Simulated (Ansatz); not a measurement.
# CdBi2Pt4Br (element-swapped structure): how the settings move a single-point run

How sensitive is a single-point run of CdBi2Pt4Br (element-swapped structure) to its settings? A reference run comes first, then three runs with altered input.

Method: reference: DFT r2SCAN, plane waves, PAW, scalar-relativistic, no spin polarisation, in Ansatz 0.2.0.

1 further run of the same task is left out (it didn't finish).

## (1) Starting point

It takes space group P4/mmm (No. 123, tetragonal). Conventional cell: a = 4.126 Å, b = 4.126 Å, c = 9.685 Å, α = 90.00°, β = 90.00°, γ = 90.00°. Cd (site symmetry 4/mmm) has 8 Pt at 2.59 Å as nearest neighbours. Around Bi (site symmetry 4mm) lie 4 Pt at 2.34 Å. Pt (site symmetry 2mm) has 2 Bi at 2.34 Å and 2 Cd at 2.59 Å as nearest neighbours. Around Br (site symmetry 4/mmm) lie 8 Bi at 3.64 Å and 8 Pt at 3.88 Å.

As a file:

```cif
data_structure
_symmetry_space_group_name_H-M 'P4/mmm'
_symmetry_Int_Tables_number 123
_cell_length_a 4.1261
_cell_length_b 4.1261
_cell_length_c 9.6853
_cell_angle_alpha 90.000
_cell_angle_beta 90.000
_cell_angle_gamma 90.000
_cell_volume 164.89
loop_
_atom_site_label
_atom_site_type_symbol
_atom_site_symmetry_multiplicity
_atom_site_Wyckoff_symbol
_atom_site_fract_x
_atom_site_fract_y
_atom_site_fract_z
_atom_site_occupancy
Cd1 Cd 1 a 0.00000 0.00000 0.00000 1
Bi1 Bi 2 h 0.50000 0.50000 0.72420 1
Pt1 Pt 4 i 0.50000 0.00000 0.83900 1
Br1 Br 1 b 0.00000 0.00000 0.50000 1
```

## (2) Baseline

Contents of input.yaml:

```yaml
crystal:
  lattice:
    - [4.126137, 0.0, 0.0]
    - [0.0, 4.126137, 0.0]
    - [0.0, 0.0, 9.685259]
  atoms:
    - { symbol: Cd, position: [0.0, 0.0, 0.0] }
    - { symbol: Bi, position: [0.5, 0.5, 0.7242] }
    - { symbol: Bi, position: [0.5, 0.5, 0.2758] }
    - { symbol: Pt, position: [0.5, 0.0, 0.839] }
    - { symbol: Pt, position: [0.0, 0.5, 0.839] }
    - { symbol: Pt, position: [0.5, 0.0, 0.161] }
    - { symbol: Pt, position: [0.0, 0.5, 0.161] }
    - { symbol: Br, position: [0.0, 0.0, 0.5] }
  symmetry: { tolerance: 0.0003 }
kpoints:
  mp_grid: { grid: [4, 4, 2], shift: [0, 0, 0] }
magnetization:
  spin_polarized: false
scf:
  occupations: { method: gaussian, width: 0.0114 }
hamiltonian:
  pseudopotentials: { kind: paw }
  xc: r2scan
basis:
  ecutwfc: 500
output:
  forces: true
  stress: true
  eigenvalues: true
```

Started as:

```bash
ansatz run input.yaml --threads 1 --pin off --max-ram 2560MiB --backend cpu --events-out ev --progress --plain --runs-dir out
```

## (3) Variant: lower_state_search standard

Edit input.yaml of step 2 so:

```diff
@@ -21,2 +21,3 @@
   occupations: { method: gaussian, width: 0.0114 }
+  lower_state_search: standard
 hamiltonian:
@@ -30 +31,5 @@
   eigenvalues: true
+  write_density: true
+  write_potential: true
+  elf: true
+  volumetric_format: npy
```

## (4) Changing settings: ecutrho_ratio 8

Edit input.yaml of step 2 so:

```diff
@@ -26,2 +26,3 @@
   ecutwfc: 500
+  ecutrho_ratio: 8
 output:
```

## (5) Changed: mp_grid.grid [6, 6, 3], dispersion d3bj

Edit input.yaml of step 2 so:

```diff
@@ -16,3 +16,3 @@
 kpoints:
-  mp_grid: { grid: [4, 4, 2], shift: [0, 0, 0] }
+  mp_grid: { grid: [6, 6, 3], shift: [0, 0, 0] }
 magnetization:
@@ -24,2 +24,3 @@
   xc: r2scan
+  dispersion: d3bj
 basis:
@@ -30 +31,5 @@
   eigenvalues: true
+  write_density: true
+  write_potential: true
+  elf: true
+  volumetric_format: npy
```

What does the calculation give? Wanted: for each run, ending; energy change; pressure; gap; force.

**Answer**, as computed:

| run | ending | energy change | pressure (GPa) | gap (eV) | force (eV/Å) | cycles | time |
| --- | --- | --- | --- | --- | --- | --- | --- |
| reference | converged | 0 | 44.5 | 0.00 | 12.29 | 13 | 31 s |
| 1: lower_state_search standard | converged | 0.0 meV/atom | 44.5 | 0.00 | 12.29 | 13 | 41 s |
| 2: ecutrho_ratio 8 | converged | 0.0 meV/atom | 44.5 | 0.00 | 12.29 | 13 | 40 s |
| 3: mp_grid.grid [6, 6, 3], dispersion d3bj | converged | -269.1 meV/atom (offset of the dispersion model) | 42.7 | 0.00 | 12.33 | 10 | 65 s |

Times don't compare one to one where runs were asked for different outputs or read a saved state (see the inputs); cycles may leave out searches for a lower state.

Residual by cycle in the longest SCF loop of each run; runs are numbered as in the table. The quantity is the density residual dr2, in eV.

| cycle | reference | run 1 | run 2 | run 3 |
| --- | --- | --- | --- | --- |
| 1 | 0.161 | 0.161 | 0.161 | 0.193 |
| 2 | 0.0636 | 0.0636 | 0.0592 | 0.0483 |
| 3 | 0.032 | 0.032 | 0.0312 | 0.0122 |
| 4 | 0.00912 | 0.00912 | 0.00902 | 4.5e-4 |
| 5 | 0.00453 | 0.00452 | 0.00408 | 1.6e-4 |
| 6 | 5.7e-4 | 5.7e-4 | 4.7e-4 | 2.5e-5 |
| 8 | 3.4e-5 | 3.4e-5 | 2.7e-5 | 1.1e-6 |
| 9 | 1.2e-5 | 1.2e-5 | 9.5e-6 | 1.2e-7 |
| 10 | 6.4e-6 | 6.4e-6 | 5.0e-6 | 1.5e-8 |
| 11 | 2.2e-6 | 2.2e-6 | 1.9e-6 | - |
| 12 | 4.0e-7 | 4.0e-7 | 4.1e-7 | - |
| 13 | 2.8e-8 | 2.8e-8 | 6.6e-8 | - |

Of the converged runs whose energies compare with the reference's, none moves it noticeably. The pressure spans 42.7 to 44.5 GPa over the reference and the converged variants. The structure is not at rest: the sound run finds 44 GPa, so these are no properties of the relaxed crystal. 

The reference has limits of its own: it is run without spin, though an odd electron count or open d shells could carry moments; its mesh is coarse for a cell with so small a gap or none; the structure is made up and not relaxed.
